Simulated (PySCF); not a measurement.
# C₂H₇BO₂Si: geometry, spin-spin couplings

Wanted: the spin-spin couplings of C₂H₇BO₂Si (`B[C@H]1CO[SiH2]O1`), by calculation.

Programs: PySCF 2.14.0, with density-fitted response routines of our own. Each step states its level of theory. These are calculated values for one molecule in the gas phase, unless marked as measured. Atoms are numbered from 0 throughout.

## (1) The molecule as given

13 atoms, charge 0, multiplicity 1; geometry from: GFN2-xTB. The atoms were then displaced at random by about 0.01 Å, so the start is not that level's minimum.

Bonds of the start (Å): B0–C1 1.59, C1–C2 1.58, C2–O3 1.34, O3–Si4 1.66, Si4–O5 1.62, O5–C1 1.41, B0–H6 1.16, B0–H7 1.18, C1–H8 1.12, C2–H9 1.11, C2–H10 1.09, Si4–H11 1.46, Si4–H12 1.46.

## (2) Optimising the geometry at PBE0-D3(BJ)/def2-SVP

Job settings and geometry (Å):

```
{"job": {"xc": "PBE0", "basis": "def2-SVP", "d3": "d3bj", "grid": 1, "shake": 0.01, "kind": "geom"}, "charge": 0, "multiplicity": 1}
B      1.970900    -0.112570    -0.451770
C      0.638020    -0.318850     0.381010
C     -0.158120     1.043370     0.417730
O     -1.459560     0.783250     0.265820
Si    -1.774530    -0.742570    -0.308810
O     -0.247040    -1.274660    -0.157640
H      2.063000    -0.543240    -1.523390
H      2.795150     0.599280    -0.001610
H      0.837770    -0.610080     1.440400
H      0.021660     1.554430     1.387870
H      0.183460     1.700420    -0.378710
H     -2.681890    -1.384240     0.630730
H     -2.183010    -0.711420    -1.711960
```

On the command line:

```console
$ OMP_NUM_THREADS=1 python probes_run.py task.json out
```

The driver reads the jobs from task.json and runs them one after another.

**Question.** This job is followed by: B3LYP/cc-pVTZ indirect spin-spin coupling, non-relativistic, gas phase; B3LYP/6-31G* indirect spin-spin coupling, non-relativistic, gas phase. What will the session give for the following? point group; rotational constants (main isotopes); largest coupling of the table (B3LYP/cc-pVTZ); range of J(Si4,H12), mean over like pairs.

As calculated:

| quantity | value |
| --- | --- |
| point group | C1 |
| rotational constants (main isotopes) | 5.89, 2.55, 1.89 GHz |
| largest coupling of the table (B3LYP/cc-pVTZ) | 1J(Si,H) Si4–H12, -201.5 Hz |
| range of J(Si4,H12), mean over like pairs | -220.5 to -201.5 Hz |

**Reading.** The start of the PBE0/def2-SVP relaxation was shaken at random by about 0.01 Å, so part of the energy gained, and of the first lengths quoted, undoes that. Over 13 steps the energy fell by 0.311 eV; of the close pairs, C2–O3 changed most, 1.336 to 1.413 Å. In the run at B3LYP/cc-pVTZ, the largest coupling of the table is Si4–H12, -201.5 Hz, of which the Fermi-contact term gives -202.4 Hz. Couplings across rotatable bonds belong to this one conformer; where others are populated, the observed values are averages. The coupling Si4–H12, as a mean over pairs of its kind, runs from -220.5 Hz (B3LYP/6-31G*) to -201.5 Hz (B3LYP/cc-pVTZ). Couplings from bases without tight functions are rough.
